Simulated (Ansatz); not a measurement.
# H7NSi3: the cost of one run

Program: Ansatz 0.2.0, Gaussian basis. Level of theory: functionals in def2-TZVPP, the program's frozen cores in correlated methods. These are calculated values, not measurements.

The runs, in order: PBE-D4, r2SCAN-D4, PBE0-D4, B3LYP-D4, ωB97X-V, ωB97M-V, B2PLYP; CCSD(T)/def2-TZVPP; MP2/def2-QZVPP; extrapolation to the limit.

**1. Structure used throughout**

The geometry comes from an earlier relaxation with PBE0-D4 in a triple-zeta def2 set; it is a stationary point, not always the lowest conformer.

11 atoms, charge 0, spin multiplicity 1.

Atoms are counted from 1 here; the program's logs count them from 0.

Bond lengths: Si1–N2 1.714 Å, Si1–H5 1.488 Å, Si1–H6 1.489 Å, Si1–H7 1.488 Å, N2–Si3 1.691 Å, N2–Si4 1.819 Å, Si3–Si4 2.497 Å, Si3–H8 1.481 Å, Si3–H9 1.479 Å, Si3–H11 1.590 Å, Si4–H10 1.537 Å. Angles: N2–Si1–H5 109.1°, N2–Si1–H6 109.8°, N2–Si1–H7 111.9°, H5–Si1–H6 109.9°, H5–Si1–H7 108.2°, H6–Si1–H7 107.9°, Si1–N2–Si3 135.5°, Si1–N2–Si4 130.6°, Si3–N2–Si4 90.6°, N2–Si3–Si4 46.8°, N2–Si3–H8 116.5°, N2–Si3–H9 118.9°, N2–Si3–H11 93.6°, Si4–Si3–H8 128.1°, Si4–Si3–H9 117.3°, Si4–Si3–H11 48.1°, H8–Si3–H9 112.6°, H8–Si3–H11 102.9° and more.

**2. PBE-D4 (GGA)**

Input file in.yaml:

```yaml
crystal:
  periodic: [false, false, false]
  atoms:
    - {symbol: Si, position_ang: [-0.757844, 1.622878, -0.328789]}
    - {symbol: N, position_ang: [0.095429, 0.140298, -0.213828]}
    - {symbol: Si, position_ang: [0.189790, -1.111611, 0.918794]}
    - {symbol: Si, position_ang: [0.741853, -0.958346, -1.511404]}
    - {symbol: H, position_ang: [-1.302107, 1.765137, -1.705999]}
    - {symbol: H, position_ang: [-1.869784, 1.643538, 0.661035]}
    - {symbol: H, position_ang: [0.121557, 2.791430, -0.054664]}
    - {symbol: H, position_ang: [-1.085047, -1.535886, 1.541193]}
    - {symbol: H, position_ang: [1.321061, -1.130192, 1.871482]}
    - {symbol: H, position_ang: [2.177340, -1.056042, -0.971199]}
    - {symbol: H, position_ang: [0.433054, -2.228104, -0.186123]}
basis:
  gaussian: {orbitals: def2-TZVPP}
hamiltonian: {xc: pbe, dispersion: d4}
output: {forces: true, orbitals: {seedname: orbitals}}
```

Launch:

```
ansatz run in.yaml --threads 4 --pin off --events-out ev --progress --plain --max-ram 10444MiB
```

What time and memory should one allow on 4 threads of Arm Neoverse V1, shared host?

About 3.4 s, with a peak of 0.36 GiB.
